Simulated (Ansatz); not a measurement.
# BBi: short molecular dynamics of a 16-atom cell, part 2 of 2

How do the atoms of BBi (rocksalt) move when started on their sites? Runs: PBEsol, 20 steps of 1.5 fs under a Langevin thermostat at 1300 K; r2SCAN, 20 steps of 1.5 fs under a Nosé-Hoover thermostat at 800 K. The cell is a 2×2×2 supercell of the structure relaxed with r2SCAN.

Ansatz 0.2.0, plane waves. The steps go on from the part before.

## 9. Frames from the trajectory

Positions (Å) and forces (eV/Å):

```xyz
16
Lattice="0.000 5.254 5.254 5.254 0.000 5.254 5.254 5.254 0.000" Properties=species:S:1:pos:R:3:forces:R:3 pbc="T T T" time_fs=4.5 T=787 dE=0.0257
B     0.004    0.035    0.015   -0.001   -0.043    0.155
Bi    2.633    2.626    2.618    0.020   -0.057   -0.070
B     2.639    2.564    0.013   -0.073    0.094    0.122
Bi    5.248    5.255    2.627    0.035    0.026   -0.195
B     2.667   -0.019    2.646    0.038    0.037    0.075
Bi    5.247    2.631    5.256    0.089   -0.025   -0.144
B     5.321    2.632    2.586   -0.151    0.003    0.162
Bi    7.876    5.241    5.248   -0.033    0.046   -0.113
B     0.011    2.610    2.605   -0.104    0.026    0.140
Bi    2.631    5.253    5.262   -0.054   -0.035   -0.097
B     2.552    5.281    2.591    0.038   -0.015    0.080
Bi    5.256    7.881    5.256    0.147   -0.031   -0.201
B     2.647    2.609    5.198   -0.078    0.056    0.073
Bi    5.255    5.271    7.884   -0.011    0.013   -0.094
B     5.239    5.281    5.158    0.014   -0.042    0.189
Bi    7.881    7.871    7.888    0.124   -0.055   -0.081
16
Lattice="0.000 5.254 5.254 5.254 0.000 5.254 5.254 5.254 0.000" Properties=species:S:1:pos:R:3:forces:R:3 pbc="T T T" time_fs=10.5 T=711 dE=0.1717
B     0.010    0.079    0.039   -0.020   -0.122    0.235
Bi    2.641    2.624    2.607   -0.025   -0.106   -0.164
B     2.654    2.483    0.034   -0.134    0.323    0.168
Bi    5.240    5.257    2.628    0.102    0.020   -0.576
B     2.722   -0.044    2.675    0.001    0.115    0.066
Bi    5.238    2.637    5.258    0.206   -0.045   -0.326
B     5.406    2.639    2.537   -0.442    0.021    0.351
Bi    7.871    5.225    5.241   -0.073    0.170   -0.196
B     0.022    2.588    2.581   -0.187    0.083    0.266
Bi    2.635    5.252    5.273   -0.127   -0.166   -0.223
B     2.454    5.317    2.547    0.293   -0.107    0.216
Bi    5.258    7.882    5.258    0.305   -0.096   -0.409
B     2.671    2.587    5.126   -0.198    0.047    0.210
Bi    5.257    5.295    7.888   -0.155    0.006   -0.101
B     5.219    5.317    5.038    0.059   -0.064    0.606
Bi    7.881    7.859    7.899    0.392   -0.078   -0.121
16
Lattice="0.000 5.254 5.254 5.254 0.000 5.254 5.254 5.254 0.000" Properties=species:S:1:pos:R:3:forces:R:3 pbc="T T T" time_fs=15.0 T=609 dE=0.3720
B     0.013    0.110    0.062   -0.049   -0.190    0.218
Bi    2.647    2.622    2.599   -0.092   -0.124   -0.223
B     2.662    2.429    0.053   -0.161    0.545    0.121
Bi    5.235    5.258    2.627    0.153   -0.013   -0.927
B     2.763   -0.060    2.697   -0.053    0.191   -0.002
Bi    5.231    2.642    5.260    0.277   -0.063   -0.422
B     5.461    2.644    2.507   -0.697    0.040    0.417
Bi    7.867    5.212    5.235   -0.097    0.294   -0.207
B     0.027    2.573    2.568   -0.190    0.108    0.334
Bi    2.639    5.251    5.282   -0.165   -0.310   -0.289
B     2.386    5.341    2.517    0.575   -0.194    0.291
Bi    5.261    7.883    5.259    0.383   -0.153   -0.514
B     2.685    2.571    5.076   -0.266    0.003    0.340
Bi    5.258    5.313    7.891   -0.334    0.007   -0.042
B     5.206    5.343    4.959    0.099   -0.064    1.012
Bi    7.882    7.850    7.907    0.615   -0.079   -0.106
16
Lattice="0.000 5.254 5.254 5.254 0.000 5.254 5.254 5.254 0.000" Properties=species:S:1:pos:R:3:forces:R:3 pbc="T T T" time_fs=19.5 T=486 dE=0.6111
B     0.016    0.138    0.089   -0.094   -0.263    0.164
Bi    2.653    2.621    2.590   -0.158   -0.123   -0.259
B     2.667    2.385    0.075   -0.164    0.780    0.032
Bi    5.229    5.260    2.626    0.185   -0.063   -1.255
B     2.803   -0.072    2.720   -0.118    0.258   -0.113
Bi    5.225    2.646    5.261    0.313   -0.076   -0.466
B     5.504    2.651    2.485   -0.927    0.047    0.436
Bi    7.863    5.200    5.229   -0.100    0.413   -0.176
B     0.029    2.560    2.561   -0.173    0.125    0.369
Bi    2.642    5.250    5.290   -0.187   -0.472   -0.321
B     2.329    5.363    2.493    0.887   -0.277    0.335
Bi    5.263    7.884    5.260    0.425   -0.189   -0.585
B     2.694    2.556    5.032   -0.298   -0.037    0.476
Bi    5.259    5.331    7.894   -0.536    0.009    0.035
B     5.194    5.367    4.899    0.129   -0.067    1.406
Bi    7.883    7.841    7.914    0.814   -0.066   -0.076
16
Lattice="0.000 5.254 5.254 5.254 0.000 5.254 5.254 5.254 0.000" Properties=species:S:1:pos:R:3:forces:R:3 pbc="T T T" time_fs=25.5 T=357 dE=0.8665
B     0.017    0.167    0.130   -0.161   -0.348    0.049
Bi    2.661    2.619    2.577   -0.227   -0.088   -0.256
B     2.670    2.349    0.104   -0.135    1.007   -0.115
Bi    5.222    5.262    2.622    0.183   -0.132   -1.424
B     2.853   -0.082    2.746   -0.234    0.292   -0.285
Bi    5.217    2.652    5.262    0.306   -0.086   -0.450
B     5.534    2.660    2.468   -1.103    0.043    0.435
Bi    7.857    5.185    5.221   -0.070    0.531   -0.086
B     0.026    2.546    2.561   -0.150    0.150    0.361
Bi    2.646    5.248    5.300   -0.191   -0.633   -0.321
B     2.278    5.383    2.471    1.233   -0.375    0.357
Bi    5.268    7.884    5.260    0.438   -0.183   -0.628
B     2.698    2.534    4.988   -0.288   -0.056    0.624
Bi    5.260    5.355    7.898   -0.727   -0.001    0.120
B     5.182    5.398    4.859    0.153   -0.106    1.661
Bi    7.886    7.828    7.925    0.974   -0.015   -0.041
16
Lattice="0.000 5.254 5.254 5.254 0.000 5.254 5.254 5.254 0.000" Properties=species:S:1:pos:R:3:forces:R:3 pbc="T T T" time_fs=30.0 T=328 dE=0.9259
B     0.015    0.182    0.161   -0.188   -0.384   -0.073
Bi    2.667    2.617    2.568   -0.262   -0.046   -0.194
B     2.669    2.342    0.123   -0.109    1.035   -0.232
Bi    5.217    5.263    2.618    0.157   -0.165   -1.224
B     2.886   -0.083    2.760   -0.356    0.275   -0.395
Bi    5.212    2.656    5.262    0.269   -0.102   -0.399
B     5.534    2.669    2.464   -1.091    0.037    0.429
Bi    7.852    5.174    5.215   -0.046    0.586   -0.007
B     0.020    2.539    2.570   -0.135    0.166    0.324
Bi    2.649    5.246    5.307   -0.189   -0.647   -0.294
B     2.265    5.390    2.461    1.331   -0.428    0.359
Bi    5.271    7.884    5.259    0.436   -0.134   -0.618
B     2.695    2.516    4.967   -0.251   -0.047    0.684
Bi    5.259    5.373    7.901   -0.699   -0.010    0.144
B     5.176    5.419    4.863    0.161   -0.177    1.532
Bi    7.889    7.819    7.932    0.971    0.039   -0.035
```

## 10. Results

The summary covers parts 1 to 2.

| quantity | value |
| --- | --- |
| run 1: length | 20 steps of 1.5 fs |
| run 1: temperature, first and last step | 1219 and 873 K |
| run 1: temperature, second half | mean 806 K, from 752 to 873 K |
| run 1: potential energy, second half | +45 meV/atom from this run's first step |
| run 1: mean square displacement, second half | B 0.052, Bi 0.007 Å² |
| run 2: length | 20 steps of 1.5 fs |
| run 2: temperature, first and last step | 800 and 328 K |
| run 2: temperature, second half | mean 435 K, from 328 to 609 K |
| run 2: potential energy, second half | +45 meV/atom from this run's first step |
| run 2: largest change of the conserved energy | 0.06 meV/atom |
| run 2: mean square displacement, second half | B 0.079, Bi 0.003 Å² |

Run 1: Against a set 1300 K the second half averages 806 K with a spread of 34 K (in equilibrium 16 atoms would scatter by about 265 K, over a far longer run); 45 meV/atom has gone into potential energy, and a thermostat that acts over some 100 fs has not made it up in 30 fs. No atom gets farther than 0.36 Å from its start, with the drift of the whole removed, against a typical distance of 2.6 Å between sites at the start. Run 2: Against a set 800 K the second half averages 435 K, going from 609 to 328 K over that half; 45 meV/atom has gone into potential energy, and a thermostat that acts over some 100 fs has not made it up in 30 fs. The conserved energy strays from its start by at most 0.06 meV/atom, under 0.1 % of the mean kinetic energy, so a step of 1.5 fs is short enough over this time. The farthest move is 0.43 Å, against a mean nearest distance of 2.6 Å at the start: no atom has changed site so far. 30 fs on 16 atoms is far too short and small for converged averages.
